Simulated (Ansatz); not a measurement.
# Rocksalt NaCl, cell of 2 atoms

Wanted: energy, pressure and frontier levels of the defect-free cell (PBEsol, HSE06 and r²SCAN).

Program: Ansatz 0.2.0, PAW, plane waves. These are calculated values, not measurements.

**1. The starting cell**

2 atoms (1 Na, 1 Cl); a = 3.960 Å, b = 3.960 Å, c = 3.960 Å, α = 60.00°, β = 60.00°, γ = 60.00°.

Plan of the steps: (2) PBEsol single point at a 7×7×7 mesh, on 1 × NVIDIA GB300 with 8 threads of Arm Neoverse-V2; (3) HSE06 single point at a 7×7×7 mesh, on 1 × NVIDIA GB300 with 8 threads of Arm Neoverse-V2; (4) r²SCAN single point at a 7×7×7 mesh, on 1 × NVIDIA GB300 with 8 threads of Arm Neoverse-V2.

**2. Single point with PBEsol**

The input, in.yaml:

```yaml
crystal:
  lattice:
    - [0.000000, 2.800000, 2.800000]
    - [2.800000, 0.000000, 2.800000]
    - [2.800000, 2.800000, 0.000000]
  atoms:
    - { symbol: Na, position: [0.000000, 0.000000, 0.000000] }
    - { symbol: Cl, position: [0.500000, 0.500000, 0.500000] }
kpoints:
  mp_grid: { grid: [7, 7, 7] }
  band_path: { path: [VBM, CBM], npoints: 2 }
hamiltonian:
  xc: pbesol
scf:
  occupations: { method: fermi_dirac, width: 0.01 }
output:
  forces: true
  eigenvalues: true
  stress: true
  populations: true
```

**3. HSE06 single point**

in.yaml: that of step 2 with these lines changed.

```diff
@@ -12,3 +12,3 @@
 hamiltonian:
-  xc: pbesol
+  xc: hse06
 scf:
@@ -18,3 +18,2 @@
   eigenvalues: true
-  stress: true
   populations: true
```

**4. Single point with r²SCAN**

in.yaml: that of step 3 with these lines changed.

```diff
@@ -12,3 +12,3 @@
 hamiltonian:
-  xc: hse06
+  xc: r2scan
 scf:
```

Before running it: what results should come out? Wanted: for each run, top filled to lowest empty; gap over the zone; energy; pressure.

The runs gave:

| level | time | top filled to lowest empty (eV) | gap over the zone (eV) | energy (eV/atom) | pressure (GPa) |
| --- | --- | --- | --- | --- | --- |
| PBEsol | 1.8 s (GPU) | 5.01 | 5.01 | -1270.1433 | 0.03 |
| HSE06 | 16 s (GPU) | 6.57 | 6.57 | -1285.2478 | - |
| r²SCAN | 1.9 s (GPU) | 5.99 | 5.99 | -1288.1637 | - |

**Reading.** At the same k points, PBEsol gives a spacing 1.56 eV smaller and r²SCAN gives a spacing 0.58 eV smaller than the 6.57 eV of HSE06.
